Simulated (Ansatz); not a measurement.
**WSe2: further runs on the relaxed cell**

The task, for WSe2: fit an equation of state.

Computed with Ansatz 0.2.0 (DFT PBEsol, scalar-relativistic, plane waves, PAW, unless a step's input says otherwise).

## (1) Starting point

Symmetry: P-6m2, No. 187, hexagonal system. The conventional cell has a = 3.271 Å, b = 3.271 Å, c = 29.185 Å, α = 90.00°, β = 90.00°, γ = 120.00°. Around W (site symmetry -6m2) lie 6 Se at 2.52 Å. W (site symmetry 3m) has 6 Se at 2.52 Å as nearest neighbours. Around Se (site symmetry 3m) lie 3 W at 2.52 Å.

Structure file:

```cif
data_structure
_symmetry_space_group_name_H-M 'P 1'
_symmetry_Int_Tables_number 1
_cell_length_a 3.2709
_cell_length_b 3.2709
_cell_length_c 29.1847
_cell_angle_alpha 90.000
_cell_angle_beta 90.000
_cell_angle_gamma 120.000
_cell_volume 270.41
loop_
_atom_site_label
_atom_site_type_symbol
_atom_site_fract_x
_atom_site_fract_y
_atom_site_fract_z
_atom_site_occupancy
W1 W 0.66667 0.33333 0.00000 1
W2 W 0.33333 0.66667 0.77346 1
W3 W 0.33333 0.66667 0.22654 1
Se1 Se 0.33333 0.66667 0.05737 1
Se2 Se 0.66667 0.33333 0.83084 1
Se3 Se 0.66667 0.33333 0.28383 1
Se4 Se 0.33333 0.66667 0.94263 1
Se5 Se 0.66667 0.33333 0.71617 1
Se6 Se 0.66667 0.33333 0.16916 1
```

It goes back to an entry of the Materials Project, which need not be the stable form.

This cell was relaxed beforehand with the same method: volume 30.05 Å³/atom, gap on the mesh 1.25 eV.

## (2) Volume × 0.97

The input, input.yaml:

```yaml
crystal:
  lattice:
    - [3.2378611802, 0.0, 0.0]
    - [-1.6189305901, 2.804070036, 0.0]
    - [0.0, 0.0, 28.889934348]
  atoms:
    - { symbol: W, position: [0.6666666667, 0.3333333333, 0.0] }
    - { symbol: W, position: [0.3333333333, 0.6666666667, 0.7734641533] }
    - { symbol: W, position: [0.3333333333, 0.6666666667, 0.2265358467] }
    - { symbol: Se, position: [0.3333333333, 0.6666666667, 0.0573689714] }
    - { symbol: Se, position: [0.6666666667, 0.3333333333, 0.830840301] }
    - { symbol: Se, position: [0.6666666667, 0.3333333333, 0.283834164] }
    - { symbol: Se, position: [0.3333333333, 0.6666666667, 0.9426310286] }
    - { symbol: Se, position: [0.6666666667, 0.3333333333, 0.716165836] }
    - { symbol: Se, position: [0.6666666667, 0.3333333333, 0.169159699] }
basis:
  ecutwfc: 420
kpoints:
  mp_grid: { grid: [12, 12, 1] }
hamiltonian:
  xc: pbesol
scf:
  occupations: { method: gaussian, width: 0.02 }
output:
  forces: true
  stress: true
  eigenvalues: true
relax:
  adjacent_minimum: "off"
  f_tol: 0.01
  max_steps: 30
  cell: { stress_tol: 0.1, fix: [volume] }
```

Run with:

```sh
> ansatz run input.yaml --threads 2 --pin off --max-ram 5120MiB --backend cpu --events-out ev --progress --plain --runs-dir out
```

## (3) Point at V/V0 = 1.03

input.yaml: that of step 2 with these lines changed.

```diff
@@ -2,5 +2,5 @@
   lattice:
-    - [3.2378611802, 0.0, 0.0]
-    - [-1.6189305901, 2.804070036, 0.0]
-    - [0.0, 0.0, 28.889934348]
+    - [3.3032901453, 0.0, 0.0]
+    - [-1.6516450726, 2.8607331819, 0.0]
+    - [0.0, 0.0, 29.4737266725]
   atoms:
```

## (4) Point at V/V0 = 0.94

The input, input.yaml:

```yaml
crystal:
  lattice:
    - [3.2365109503, 0.0, 0.0]
    - [-1.6182554751, 2.8029007026, 0.0]
    - [0.0, 0.0, 28.0197955854]
  atoms:
    - { symbol: W, position: [0.6666666667, 0.3333333333, 0.0] }
    - { symbol: W, position: [0.3333333333, 0.6666666667, 0.7667026987] }
    - { symbol: W, position: [0.3333333333, 0.6666666667, 0.2332973013] }
    - { symbol: Se, position: [0.3333333333, 0.6666666667, 0.0591320958] }
    - { symbol: Se, position: [0.6666666667, 0.3333333333, 0.8258448727] }
    - { symbol: Se, position: [0.6666666667, 0.3333333333, 0.2923559957] }
    - { symbol: Se, position: [0.3333333333, 0.6666666667, 0.9408679042] }
    - { symbol: Se, position: [0.6666666667, 0.3333333333, 0.7076440043] }
    - { symbol: Se, position: [0.6666666667, 0.3333333333, 0.1741551273] }
basis:
  ecutwfc: 420
kpoints:
  mp_grid: { grid: [12, 12, 1] }
hamiltonian:
  xc: pbesol
scf:
  occupations: { method: gaussian, width: 0.02 }
output:
  forces: true
  stress: true
  eigenvalues: true
relax:
  adjacent_minimum: "off"
  f_tol: 0.01
  max_steps: 30
  cell: { stress_tol: 0.1, fix: [volume] }
```

## (5) Volume × 1.06

The input, input.yaml:

```yaml
crystal:
  lattice:
    - [3.3015590206, 0.0, 0.0]
    - [-1.6507795103, 2.8592339839, 0.0]
    - [0.0, 0.0, 30.3640015552]
  atoms:
    - { symbol: W, position: [0.6666666667, 0.3333333333, 0.0] }
    - { symbol: W, position: [0.3333333333, 0.6666666667, 0.7802788514] }
    - { symbol: W, position: [0.3333333333, 0.6666666667, 0.2197211486] }
    - { symbol: Se, position: [0.3333333333, 0.6666666667, 0.0556788123] }
    - { symbol: Se, position: [0.6666666667, 0.3333333333, 0.8359684609] }
    - { symbol: Se, position: [0.6666666667, 0.3333333333, 0.2753330841] }
    - { symbol: Se, position: [0.3333333333, 0.6666666667, 0.9443211877] }
    - { symbol: Se, position: [0.6666666667, 0.3333333333, 0.7246669159] }
    - { symbol: Se, position: [0.6666666667, 0.3333333333, 0.1640315391] }
basis:
  ecutwfc: 420
kpoints:
  mp_grid: { grid: [12, 12, 1] }
hamiltonian:
  xc: pbesol
scf:
  occupations: { method: gaussian, width: 0.02 }
output:
  forces: true
  stress: true
  eigenvalues: true
relax:
  adjacent_minimum: "off"
  f_tol: 0.01
  max_steps: 30
  cell: { stress_tol: 0.1, fix: [volume] }
```

(Steps that only read results are left out.)

What does the calculation give? Wanted: equilibrium volume of the fit; bulk modulus.

As calculated:

| quantity | value |
| --- | --- |
| equilibrium volume of the fit | 30.26 Å³/atom |
| bulk modulus | 0 GPa |
| its pressure derivative | -37.8 |

The fit puts the minimum at 30.26 Å³/atom with B = 0 GPa and B' = -37.8. B' = -37.8 lies outside the usual range of about 3 to 6, so take the fit with care. The gap on the mesh goes from 1.24 eV at the smallest volume to 1.25 eV at the largest. Spin-orbit coupling is left out, which matters for the bands of W. The cell holds empty space of several Å, a single layer or slab in vacuum, so volume, pressure and the long edge depend on that space.
